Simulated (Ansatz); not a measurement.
I need a calculation of the dielectric tensor and Born charges of BaTiO3, space group Pm-3m. Use the Ansatz DFT code, driven from Python. Use: PBE, PAW, cutoff 463 eV, 4×4×4 k-points, fixed occupations.

```
Ba Ti O
1.0
     4.00600    0.00000    0.00000
     0.00000    4.00600    0.00000
     0.00000    0.00000    4.00600
Ba Ti O
1 1 3
Direct
  0.50000 0.50000 0.50000
  0.00000 0.00000 0.00000
  0.50000 0.00000 0.00000
  0.00000 0.50000 0.00000
  0.00000 0.00000 0.50000
```

`batio3_eps.py`
```python
"""High-frequency dielectric tensor and Born charges of BaTiO3."""

import ansatz
import numpy as np


def main() -> None:
    vectors = np.array([
        [4.006, 0.0, 0.0],
        [0.0, 4.006, 0.0],
        [0.0, 0.0, 4.006],
    ])
    batio3 = (
        ansatz.Lattice.of(vectors)
        .atom("Ba", (0.5, 0.5, 0.5))
        .atom("Ti", (0.0, 0.0, 0.0))
        .atom("O", (0.5, 0.0, 0.0))
        .atom("O", (0.0, 0.5, 0.0))
        .atom("O", (0.0, 0.0, 0.5))
    )

    # an insulator: whole occupations
    base = (
        batio3.calculation()
        .functional("pbe")
        .pseudopotentials("paw")
        .basis(17 * ansatz.Ha)
        .kpoints(4)
        .scf(tolerance=1e-09)
        .occupations("fixed")
        .dielectric()
    )
    done = base.run(threads=1, pin="off")
    response = done.dielectric
    eps = np.asarray(response.eps_inf)

    values = np.linalg.eigvalsh(eps)
    print("principal values of eps_inf:", np.round(values, 3))
    print("refractive indices:", np.round(np.sqrt(values), 3))
    for site, z in zip(done.lattice.sites, response.zstar_e):
        print(f"{site.symbol:2s} Z* trace/3 = {np.trace(z) / 3:+.3f} e")
    print(f"charge neutrality missed by {response.zstar_sum_residual_pre_e:.4f} e before the sum rule")


if __name__ == "__main__":
    main()
```

Output of `python batio3_eps.py`:
```text
principal values of eps_inf: [6.686 6.686 6.686]
refractive indices: [2.586 2.586 2.586]
Ba Z* trace/3 = +2.764 e
Ti Z* trace/3 = +7.375 e
O  Z* trace/3 = -3.380 e
O  Z* trace/3 = -3.380 e
O  Z* trace/3 = -3.380 e
charge neutrality missed by 0.0019 e before the sum rule
```

Notes:
- Spin is left out of this run.
- The Fermi level of a run with fixed occupations marks the highest occupied state on its mesh, not mid-gap.
- This is a high-temperature or high-pressure form, not the ambient phase.
- Pressure is positive in compression.
- The structure is a deposited one; some such entries were measured under pressure or heat, so a shift against it needn't be the functional's error alone.
- This is the electronic (clamped-ion) response; a semilocal gap that is too small tends to raise it. The typed mesh is that of the SCF; the response is solved on denser meshes that the run picks.
- It ran for 44 s on 1 thread of Arm Neoverse V1 (shared host), peak memory 0.58 GiB.
